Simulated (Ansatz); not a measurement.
This script drives Ansatz 0.2.0, Python API.

`scan.py`:
```python
# -*- coding: utf-8 -*-
"""Potential curve of CH5Ge along one bond."""

import ansatz as az
import numpy as np

GEOMETRY = """
C    -0.08780   -1.27360   -0.11790
Ge    0.18150    0.68620   -0.13570
H    -1.26180   -1.41800   -0.14510
H     0.39020   -1.66540    0.77540
H    -0.44580    1.30750   -1.42150
H    -0.45390    1.33710    1.12660
H     1.73890    0.95820   -0.12740
"""

mol = az.Crystal.molecule()
for line in GEOMETRY.strip().splitlines():
    symbol, *xyz = line.split()
    mol = mol.atom(symbol, [float(v) for v in xyz])

symbols = [site.symbol for site in mol.cartesian_sites]
start = np.array([site.position_ang for site in mol.cartesian_sites])
axis = (start[3] - start[0]) / np.linalg.norm(start[3] - start[0])
moving = [3]
lengths, energies = [0.956, 0.999, 1.043, 1.086, 1.13, 1.173, 1.217, 1.282], []
for length in lengths:
    xyz = start.copy()
    xyz[moving] += (length - np.linalg.norm(start[3] - start[0])) * axis
    point = az.Crystal.molecule()
    for symbol, place in zip(symbols, xyz):
        point = point.atom(symbol, place.tolist())
    job = (
        point.calculation()
        .basis(gaussian="def2-TZVP")
        .functional("b3lyp")
        .spin("collinear", total=1)
    )
    summary = job.run().report
    energies.append(summary["free_energy_ev"])
    print(f"r = {length:6.3f} A  E = {energies[-1]:.5f} eV  <S^2> = {abs(summary['mean_field']['state']['spin_squared']):.3f}")

# quartic fit about the minimum
fit = np.polynomial.Polynomial.fit(lengths, np.array(energies) - min(energies), 4).convert()
roots = [r.real for r in fit.deriv().roots() if abs(r.imag) < 1e-9 and fit.deriv(2)(r.real) > 0]
r_e = min(roots, key=lambda r: abs(r - lengths[int(np.argmin(energies))]))
print(f"minimum of the fit at {r_e:.4f} A, force constant {fit.deriv(2)(r_e):.2f} eV/A^2")
```

It is started by `python scan.py`. How long does it take on 1 thread of Arm Neoverse V2, with other jobs on the host, and how much memory does it need?

It took about 30 s, with a peak of 0.3 GiB, for 8 runs of the engine.

```console
$ python scan.py
r =  0.956 A  E = -57635.70974 eV  <S^2> = 0.754
r =  0.999 A  E = -57635.93358 eV  <S^2> = 0.754
r =  1.043 A  E = -57636.05565 eV  <S^2> = 0.754
r =  1.086 A  E = -57636.09309 eV  <S^2> = 0.754
r =  1.130 A  E = -57636.06620 eV  <S^2> = 0.754
r =  1.173 A  E = -57635.99058 eV  <S^2> = 0.754
r =  1.217 A  E = -57635.87455 eV  <S^2> = 0.754
r =  1.282 A  E = -57635.65143 eV  <S^2> = 0.754
minimum of the fit at 1.0881 A, force constant 33.74 eV/A^2
```

Caveats:
- Total energies depend on the basis set; only differences at equal settings carry meaning.
- The rest of the molecule is held rigid at a force-field or estimated start geometry, and the basis set is modest; single-reference methods fail as a bond breaks.
- The run takes the species as open-shell (spin multiplicity 2), which needn't be its ground state.
- b3lyp holds the VWN-RPA fit, as in Gaussian; the form of ORCA and Turbomole is b3lyp5.
